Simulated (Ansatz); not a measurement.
# CuIrS2: the cost of one run

Method: DFT r²SCAN without U, plane waves, PAW, no spin–orbit coupling unless a run says so, in Ansatz 0.2.0.

## (1) The structure to begin with

Symmetry: R-3m, No. 166, trigonal system. Conventional cell: a = 3.632 Å, b = 3.632 Å, c = 19.777 Å, α = 90.00°, β = 90.00°, γ = 120.00°. Around Cu (site symmetry -3m) lie 6 S at 2.88 Å. Ir (site symmetry -3m) has 6 S at 2.48 Å as nearest neighbours. Around S (site symmetry 3m) lie 3 Ir at 2.48 Å and 3 Cu at 2.88 Å.

Coordinates:

```
Cu Ir S
1.0
     1.81585    1.04838    6.59223
    -1.81585    1.04838    6.59223
     0.00000   -2.09676    6.59223
Cu Ir S
1 1 2
Direct
  0.50000 0.50000 0.50000
  0.00000 0.00000 0.00000
  0.26670 0.26670 0.26670
  0.73330 0.73330 0.73330
```

Magnetic order typed: ferromagnetic.

## (2) From atoms, symmetry kept, no search

Contents of input.yaml:

```yaml
crystal:
  lattice:
    - [1.81585092, 1.04838202, 6.59223176]
    - [-1.81585092, 1.04838202, 6.59223176]
    - [0.0, -2.09676403, 6.59223176]
  atoms:
    - { symbol: Cu, position: [0.5, 0.5, 0.5] }
    - { symbol: Ir, position: [0.0, 0.0, 0.0], spin: 4.0 }
    - { symbol: S, position: [0.2667, 0.2667, 0.2667] }
    - { symbol: S, position: [0.7333, 0.7333, 0.7333] }
basis:
  ecutwfc: 500
  ecutrho_ratio: 4
kpoints:
  mp_grid: { grid: [6, 6, 6] }
hamiltonian:
  xc: r2scan
scf:
  occupations: { method: gaussian, width: 0.05 }
  lower_state_search: "off"
  max_iter: 150
output:
  forces: true
  stress: true
  eigenvalues: true
  populations: true
  hubbard: { sites: [{ site: 1, l: d }] }
magnetization:
  spin_polarized: true
```

Launch:

```
> ansatz run input.yaml --threads 4 --pin off --max-ram 6144MiB --backend cpu --events-out ev --progress --plain --runs-dir out
```

Q: Estimate wall time and peak memory on 4 threads of Arm Neoverse N1, shared host.

About 26 s, with a peak of 0.66 GiB.
